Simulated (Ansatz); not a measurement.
# C2H8OSn: one species, many methods

How much do the methods differ for C2H8OSn? The plan is to run it at one geometry with functionals of several rungs and with coupled cluster, and see how far each lands from CCSD(T) at the basis-set limit for the atomisation energy.

Method: functionals in def2-TZVPP, the program's frozen cores in correlated methods; program: Ansatz 0.2.0, Gaussian basis.

Plan: LDA (SPW92), PBE-D4, revPBE-D4, BLYP-D4, r2SCAN-D4, B97M-V, PBE0-D4, B3LYP-D4, r2SCANh-D4, r2SCAN0-D4, HSE06-D4, BHLYP-D4, CAM-B3LYP-D4, LC-ωPBE, ωB97X-V, ωB97M-V, B2PLYP, PBE-QIDH; CCSD(T)/def2-SVP; CCSD(T)/def2-TZVPP; MP2/def2-QZVPP; extrapolation to the limit; RPA on PBE.

1 further run of the same task is left out (for a known fault of the program).

## Step 1: The geometry

All runs share one geometry, relaxed beforehand with PBE0-D4 in a triple-zeta def2 set. Sn takes the def2 core potential; no spin-orbit term is included.

SMILES `CC[O][SnH3]`, 12 atoms, charge 0, spin multiplicity 1.

Atoms are counted from 1 here; the program's logs count them from 0.

Bond lengths: C1–C2 1.511 Å, C1–H5 1.092 Å, C1–H6 1.093 Å, C1–H7 1.092 Å, C2–O3 1.408 Å, C2–H8 1.102 Å, C2–H9 1.102 Å, O3–Sn4 1.967 Å, Sn4–H10 1.709 Å, Sn4–H11 1.698 Å, Sn4–H12 1.709 Å. Angles: C2–C1–H5 110.3°, C2–C1–H6 110.7°, C2–C1–H7 110.3°, H5–C1–H6 108.6°, H5–C1–H7 108.2°, H6–C1–H7 108.6°, C1–C2–O3 109.1°, C1–C2–H8 109.5°, C1–C2–H9 109.5°, O3–C2–H8 111.0°, O3–C2–H9 111.0°, H8–C2–H9 106.7°, C2–O3–Sn4 118.9°, O3–Sn4–H10 107.5°, O3–Sn4–H11 103.9°, O3–Sn4–H12 107.5°, H10–Sn4–H11 113.3°, H10–Sn4–H12 110.9° and more.

Geometry (Å):

```xyz
12
charge 0, multiplicity 1
C    -1.2095    1.5700    0.3452
C    -0.1252    0.5274    0.4838
O    -0.1719   -0.3352   -0.6283
Sn    1.1264   -1.8084   -0.7454
H    -2.1904    1.0928    0.2950
H    -1.1981    2.2549    1.1973
H    -1.0643    2.1491   -0.5691
H    -0.2695   -0.0306    1.4229
H     0.8554    1.0245    0.5577
H     2.6888   -1.1154   -0.7654
H     0.7220   -2.5933   -2.1964
H     0.9131   -2.7913    0.6367
```

## Step 2: LDA

This LDA is Slater exchange with PW92 correlation.

Input file in.yaml:

```yaml
crystal:
  periodic: [false, false, false]
  atoms:
    - {symbol: C, position_ang: [-1.209525, 1.570029, 0.345170]}
    - {symbol: C, position_ang: [-0.125243, 0.527413, 0.483751]}
    - {symbol: O, position_ang: [-0.171860, -0.335247, -0.628259]}
    - {symbol: Sn, position_ang: [1.126405, -1.808381, -0.745430]}
    - {symbol: H, position_ang: [-2.190358, 1.092792, 0.295023]}
    - {symbol: H, position_ang: [-1.198128, 2.254894, 1.197263]}
    - {symbol: H, position_ang: [-1.064334, 2.149142, -0.569078]}
    - {symbol: H, position_ang: [-0.269498, -0.030555, 1.422901]}
    - {symbol: H, position_ang: [0.855371, 1.024525, 0.557729]}
    - {symbol: H, position_ang: [2.688791, -1.115352, -0.765411]}
    - {symbol: H, position_ang: [0.722034, -2.593306, -2.196374]}
    - {symbol: H, position_ang: [0.913145, -2.791256, 0.636714]}
basis:
  gaussian: {orbitals: def2-TZVPP}
hamiltonian: {xc: lda}
output: {orbitals: {seedname: orbitals}}
```

The run is started by

```sh
$ ansatz run in.yaml --threads 4 --pin off --events-out ev --progress --plain --max-ram 10444MiB
```

Further steps of the session: PBE-D4 (GGA); revPBE-D4 (GGA); BLYP-D4 (GGA); r2SCAN-D4 (meta-GGA); B97M-V (meta-GGA); PBE0-D4 (hybrid); B3LYP-D4 (hybrid); r2SCANh-D4 (hybrid); r2SCAN0-D4 (hybrid); HSE06-D4 (hybrid); BHLYP-D4 (hybrid); CAM-B3LYP-D4 (range-separated); LC-ωPBE (range-separated); ωB97X-V (range-separated); ωB97M-V (range-separated); B2PLYP (double hybrid); PBE-QIDH (double hybrid); CCSD(T) in def2-SVP; CCSD(T) in def2-TZVPP; MP2 in def2-QZVPP; RPA on PBE orbitals.

**Question.** What will the summary of the whole plan be? Wanted: atomisation energy, CCSD(T)/CBS; farthest beyond LDA; mean size of error, GGA; mean size of error, meta-GGA; mean size of error, hybrid; mean size of error, range-separated; mean size of error, double hybrid; gap, smallest and largest; T1 diagnostic.

**Answer**, as computed:

| quantity | value |
| --- | --- |
| atomisation energy, CCSD(T)/CBS | 41.866 eV |
| functionals within 0.419 eV (1.0 %) | PBE-D4, r2SCAN-D4, B97M-V, PBE0-D4, B3LYP-D4, HSE06-D4, CAM-B3LYP-D4, ωB97X-V, ωB97M-V |
| farthest beyond LDA | BHLYP-D4 (-1.303 eV) |
| mean size of error, GGA | 0.466 eV |
| mean size of error, meta-GGA | 0.196 eV |
| mean size of error, hybrid | 0.599 eV |
| mean size of error, range-separated | 0.154 eV |
| mean size of error, double hybrid | 0.681 eV |
| gap, smallest and largest | 4.64 eV (LDA (SPW92)), 11.79 eV (LC-ωPBE) |
| T1 diagnostic | 0.0129 |
| triples share of the correlation energy | 3.3 % |

The LDA atomisation energy is off by 5.618 eV (13 %): it overbinds. PBE-D4 misses by +0.197 eV. Double hybrids carry the basis error of their MP2 part in triple zeta, and no dispersion term here, so their miss is partly the set-up's. The rungs range-separated, meta-GGA miss on average by less than the doubt on the reference (0.419 eV), so they tie. Misses under about 0.419 eV are within the doubt on the reference itself, which lacks core-valence correlation, spin-orbit coupling and higher excitations, and its outer-core shells are covered unevenly. All levels share the lack of spin-orbit coupling, which lowers the free heavy atoms and so the true binding. Hartree-Fock recovers 72 % of the binding; the rest is correlation. CCSD(T) in def2-SVP is off by -2.340 eV, so the small basis spoils what the method gains. The gap grows from 4.6 to 11.8 eV across the functionals, mostly with the share of exact exchange. Correlated methods include outer-core shells of Sn, which these sets cover unevenly.
